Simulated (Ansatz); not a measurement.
# HfMoC2 (P4/mmm) in Ansatz: band structure with PBEsol

Aim: the band structure of HfMoC2 with PBEsol.

Program: Ansatz 0.2.0. These are calculated values, not measurements. Logs are shortened: lines on timing, memory, paths and dates and some standing lists are left out, and cuts for length are marked.

**1. Starting point**

It takes space group P4/mmm (No. 123, tetragonal). The conventional cell has a = 3.191 Å, b = 3.191 Å, c = 4.485 Å, α = 90.00°, β = 90.00°, γ = 90.00°. Hf (site symmetry 4/mmm) is surrounded by 6 C at 2.24 to 2.26 Å. Mo (site symmetry 4/mmm) has 6 C at 2.24 to 2.26 Å as nearest neighbours. Around C (site symmetry 4/mmm) lie 2 Mo at 2.24 Å and 4 Hf at 2.26 Å. C (site symmetry 4/mmm) is surrounded by 2 Hf at 2.24 Å and 4 Mo at 2.26 Å.

The cell comes from a database or a generator and needn't be the stable form of this composition.

**2. Band structure, PBEsol**

input.yaml

```yaml
crystal:
  lattice:
    - [3.191423, 0.0, 0.0]
    - [0.0, 3.191423, 0.0]
    - [0.0, 0.0, 4.485164]
  atoms:
    - { symbol: Hf, position: [0.0, 0.0, 0.0] }
    - { symbol: Mo, position: [0.5, 0.5, 0.5] }
    - { symbol: C, position: [0.5, 0.5, 0.0] }
    - { symbol: C, position: [0.0, 0.0, 0.5] }
hamiltonian:
  xc: pbesol
  pseudopotentials: { kind: paw }
kpoints:
  mp_grid: { grid: [8, 8, 6] }
  band_path:
    path:
      - [[0.0, 0.0, 0.0], [0.0, 0.5, 0.0], [0.5, 0.5, 0.0], [0.0, 0.0, 0.0], [0.0, 0.0, 0.5], [0.0, 0.5, 0.5], [0.5, 0.5, 0.5], [0.0, 0.0, 0.5]]
      - [[0.0, 0.5, 0.0], [0.0, 0.5, 0.5]]
      - [[0.5, 0.5, 0.0], [0.5, 0.5, 0.5]]
    npoints: 14
scf:
  occupations: { method: fermi_dirac, width: 0.05 }
  n_extra_bands: 10
output:
  forces: true
  stress: true
  eigenvalues: true
  fatbands: true
```

Potentials or basis: Ansatz PAW.

Launch:

```sh
$ ansatz run input.yaml --threads 2 --pin off --max-ram 5632MiB --backend cpu --events-out ev --progress --plain --runs-dir out
```

The program printed:

```text
Warning: RAYON_NUM_THREADS=2 ignored (pool sized by the plan → 2); use --threads N
scf.n_extra_bands = 10 over 24 filled bands (N_el = 48.0): the run solves 34 bands
Engine: ansatz 0.2.0, x86_64-unknown-linux-gnu
Pseudopotentials: kind: paw
Pseudopotential: Hf, paw, valence charge 26, recommended cutoff 420 eV (normal), Hf.paw.azcp
Pseudopotential: Mo, paw, valence charge 14, recommended cutoff 420 eV (normal), Mo.paw.azcp
Pseudopotential: C, paw, valence charge 4, recommended cutoff 420 eV (normal), C.paw.azcp
Functional definition: PBEsol
  exchange = pbesol_x
  correlation = pbesol_c
Crystal: 4 atoms, lattice volume = 45.682 Å³
Basis set: ecut = 420 eV, 903 PW (Γ), exchange–correlation on 48×48×60 points (8 copies of the dense FFT grid, shifted against one another)
Bands: 34, of which v1, the nominal top of the filled ones, is band 24 counted from 1 (23 counted from 0)
Symmetry: 16 space group operations
Space group: P4/mmm (ITA 123), of the structure as read, at distance tolerance 3.6e-5 Å
k-points: 60 of 384
Non-local potential: Hf, projectors of the file, l = 0: 3, l = 1: 2, l = 2: 2, l = 3: 3
Non-local potential: Mo, projectors of the file, l = 0: 3, l = 1: 2, l = 2: 2, l = 3: 1
Non-local potential: C, projectors of the file, l = 0: 2, l = 1: 2, l = 2: 1
PAW form: soft (Blöchl's): semilocal exchange-correlation on the pseudo side does not see the compensation charge
PAW frozen core: Hf, regenerated for the run's functional, and the local potential with it (the file was generated under x = pbe(κ = 0.804, μ = 0.2195149727645171), c = pbe(β = 0.06672455060314922))
PAW frozen core: Mo, regenerated for the run's functional, and the local potential with it (the file was generated under x = pbe(κ = 0.804, μ = 0.2195149727645171), c = pbe(β = 0.06672455060314922))
PAW frozen core: C, regenerated for the run's functional, and the local potential with it (the file was generated under x = pbe(κ = 0.804, μ = 0.2195149727645171), c = pbe(β = 0.06672455060314922))
PAW one-centre angular grid: Hf, 590 points (default); XC on 64 Gauss nodes
PAW one-centre angular grid: Mo, 590 points (default); XC on 64 Gauss nodes
PAW one-centre angular grid: C, 110 points (default); XC on 64 Gauss nodes
Initial density: superposition of atomic densities (neutral atoms: chi_scale 0, normalization atom), corrected by the library's trained network
Initial wavefunctions: pseudopotential atomic-orbital guess
Functional: x = pbesol(κ = 0.804, μ = 0.12345679012345678), c = pbesol(β = 0.046)
SCF iter   1: F=—  HF=-20990.590710 eV  |F-HF|=—  |Δ(HF+E_count)|=         —  Δρ=1.04e-2  dr2=5.43e-2  ethr=1.77e-3  ⟨swp⟩=5.6  Hψ=8379  notcnv=0  defer=48
preconditioner: auto → Kerker (q_TF=auto, 2.751 Å⁻¹)  [metal: Δε(μ)=0.061 eV  Ē_g=19.724 eV  σ=0.050 eV  W_gap=0.29  n_scr=14 (ndim 8)  ℏωp=36.4 eV  f_vac=0.000  D(μ)=1.50/eV (n_scr^D=14)]
SCF iter   2: F=—  HF=-20990.581326 eV  |F-HF|=—  |Δ(HF+E_count)|=   9.38e-3  Δρ=5.76e-3  dr2=1.89e-2  ethr=1.13e-4  ⟨swp⟩=1.1  Hψ=2544  notcnv=0  defer=120
SCF iter   3: F=—  HF=-20990.577197 eV  |F-HF|=—  |Δ(HF+E_count)|=   4.13e-3  Δρ=9.85e-4  dr2=3.61e-4  ethr=3.93e-5  ⟨swp⟩=2.4  Hψ=3270  notcnv=0  defer=120
SCF iter   4: F=—  HF=-20990.576702 eV  |F-HF|=—  |Δ(HF+E_count)|=   4.95e-4  Δρ=5.30e-4  dr2=1.84e-4  ethr=7.52e-7  ⟨swp⟩=2.3  Hψ=3260  notcnv=0  defer=120
SCF iter   5: F=—  HF=-20990.576664 eV  |F-HF|=—  |Δ(HF+E_count)|=   3.79e-5  Δρ=1.47e-4  dr2=1.68e-5  ethr=3.84e-7  ⟨swp⟩=2.8  Hψ=3186  notcnv=0  defer=121
SCF iter   6: F=—  HF=-20990.576673 eV  |F-HF|=—  |Δ(HF+E_count)|=   8.62e-6  Δρ=2.40e-5  dr2=5.70e-7  ethr=3.50e-8  ⟨swp⟩=2.7  Hψ=3300  notcnv=0  defer=121
SCF iter   7: F=-20990.576673 eV  HF=-20990.576673 eV  |F-HF|=1.06e-8  |Δ(HF+E_count)|=   1.06e-7  Δρ=5.71e-6  dr2=1.68e-8  ethr=2.08e-10  ⟨swp⟩=8.1  Hψ=7786  notcnv=0
SCF 1 converged in 7 iterations: F = -20990.576673 eV  dr2 = 1.68e-8
NSCF: frozen V_eff on 129 k-points
SCF converged after 7 iterations
Free energy (F): -20990.576673 eV
Harris-Foulkes:  -20990.576673 eV  (|F-HF|=1.06e-8)
Internal energy: -20990.564763 eV  (E = F + TS)
E sigma→0 (E₀):  -20990.570718 eV
Entropy (-TS):   -0.011910 eV (-2.978 meV/atom)
Fermi energy:    20.413016 eV
--- Per-component energies (eV) ---
  E_band       = 78.820273
  E_kinetic    = 1040.704438
  E_local      = -6148.167935  (includes V_loc(G=0)·N_el)
  E_nonlocal   = -1041.333076
  E_hartree    = 2790.883182
  E_xc         = -576.913607
  E_vxc        = -615.067871  (∫ρ·V_xc dr)
  E_paw        = -10141.098387  (= ΣΔE_a)
  E_vpaw       = 1260.920828  (= ΣTr[D̂ρ^β])
  E_aug_tail   = 0.000064  (compensation charges beyond the density's cutoff)
  E_ewald      = -6916.142035
  E_core_change = 1.502592  (= ΣΔE_core)
  E_smearing   = -0.011910  (= −TS)
  E_closure    = -0.000000  (closes the sum)
  Σ components = -20990.576673   (vs F -20990.576673, Δ=0.00e0)
--- Forces (eV/Å), atoms counted from 1 ---
  atom   1  Hf    -0.00000000    -0.00000000     0.00000000
  atom   2  Mo     0.00000000     0.00000000     0.00000000
  atom   3  C      0.00000000     0.00000000     0.00000000
  atom   4  C     -0.00000000    -0.00000000     0.00000000
  max |Σ_I F_I| component: 4.12e-29 eV/Å
--- Stress (GPa, compression-positive) ---
       -7.482811       0.000000       0.000000
        0.000000      -7.482811       0.000000
        0.000000       0.000000     -11.873305
  P = ⅓ Tr σ = -8.9463 GPa (-89.463 kbar)
--- Band table (eV; the first three rows and the last of 60) ---
  k-point 0: bands = ["-41.5077", "-41.0281", "-15.5842", "-15.5168", "-15.5168", "-9.9366", "-9.6393", "-9.6393", "6.8930", "8.6570", "8.9924", "9.0049", "9.0049", "9.0166", "9.0485", "9.0540", "9.0540", "16.3721", "16.6505", "19.0485", "19.0485", "19.2280", "19.2280", "19.9928", "20.0123", "20.5499", "20.5843", "20.5843", "20.8337", "24.5324", "24.9664", "24.9664", "27.5752", "28.1133"]
  k-point 1: bands = ["-41.5069", "-41.0290", "-15.5829", "-15.5163", "-15.5163", "-9.9484", "-9.6401", "-9.6401", "7.1295", "8.6821", "9.0053", "9.0053", "9.0158", "9.0482", "9.0482", "9.0543", "9.0543", "16.1069", "16.4791", "18.4497", "18.7333", "18.7333", "19.0935", "19.0935", "19.7510", "20.0401", "21.1329", "21.1329", "22.7933", "24.4642", "25.1322", "25.1322", "27.9827", "28.5109"]
  k-point 2: bands = ["-41.5052", "-41.0308", "-15.5803", "-15.5153", "-15.5153", "-9.9720", "-9.6416", "-9.6416", "7.7397", "8.6613", "9.0061", "9.0061", "9.0143", "9.0478", "9.0551", "9.0551", "9.1463", "15.2644", "16.5323", "16.7392", "18.3779", "18.3779", "18.8138", "18.8138", "19.2419", "20.0978", "22.0686", "22.0686", "24.2482", "24.3274", "25.3593", "25.3593", "27.7251", "29.6859"]
  k-point 59: bands = ["-41.4684", "-40.9897", "-15.7267", "-15.7267", "-15.5314", "-10.0570", "-10.0570", "-9.8797", "8.7887", "9.0031", "9.0103", "9.0103", "9.0562", "9.0576", "9.0576", "9.5520", "9.6647", "15.7279", "16.0735", "16.0735", "16.1996", "16.2012", "16.2012", "21.5386", "21.5386", "21.8320", "23.4860", "23.4860", "23.9908", "24.0343", "27.1297", "27.5404", "28.9105", "32.8489"]
```

Wall time 5.4 s (2 threads of AMD EPYC 7R13 (Zen 3), shared host); peak memory 0.44 GiB.

Results:

```yaml
Free_energy: -20990.5767 eV
Pressure: -8.9 GPa
Band_gap_on_the_k_mesh: none (metal or under the smearing width)
```

Stress tensor (GPa, compression positive):
```
 -7.48   0.00   0.00
  0.00  -7.48   0.00
  0.00   0.00 -11.87
```

Levels at the corners of the path, in eV from the Fermi level:
| point | band 22 | band 23 | band 24 | band 25 | band 26 | band 27 |
| --- | --- | --- | --- | --- | --- | --- |
| Γ | -1.19 | -1.19 | -0.42 | -0.40 | 0.14 | 0.17 |
| X | -3.82 | -3.71 | -0.40 | 0.97 | 2.25 | 3.16 |
| M | -1.23 | -1.01 | -1.01 | -0.92 | 1.08 | 1.41 |
| Γ | -1.19 | -1.19 | -0.42 | -0.40 | 0.14 | 0.17 |
| Z | -2.16 | -1.74 | -1.74 | -1.46 | -0.29 | 2.14 |
| R | -4.37 | -4.27 | 1.02 | 1.08 | 1.76 | 4.49 |
| A | -4.21 | -4.21 | 1.13 | 1.13 | 1.42 | 3.07 |
| Z | -2.16 | -1.74 | -1.74 | -1.46 | -0.29 | 2.14 |
| X | -3.82 | -3.71 | -0.40 | 0.97 | 2.25 | 3.16 |
| R | -4.37 | -4.27 | 1.02 | 1.08 | 1.76 | 4.49 |
| M | -1.23 | -1.01 | -1.01 | -0.92 | 1.08 | 1.41 |
| A | -4.21 | -4.21 | 1.13 | 1.13 | 1.42 | 3.07 |

Caveat: spin-orbit coupling is left out, which moves the levels of the heavy elements; the PAW data sets come from PBE, with cores solved anew for the run's functional, which leaves a small shift of forces and pressure.

**3. The reference run**

An earlier run on the cell as given: functional PBEsol; potentials or basis Ansatz PAW; cutoff 420 eV (not typed: the program's choice for these potentials); k mesh 8 × 8 × 6; occupations fermi-dirac, width 0.05 eV; no spin polarisation.

* Pressure: -8.9 GPa
* Band gap on the k mesh: none (metal or under the smearing width)
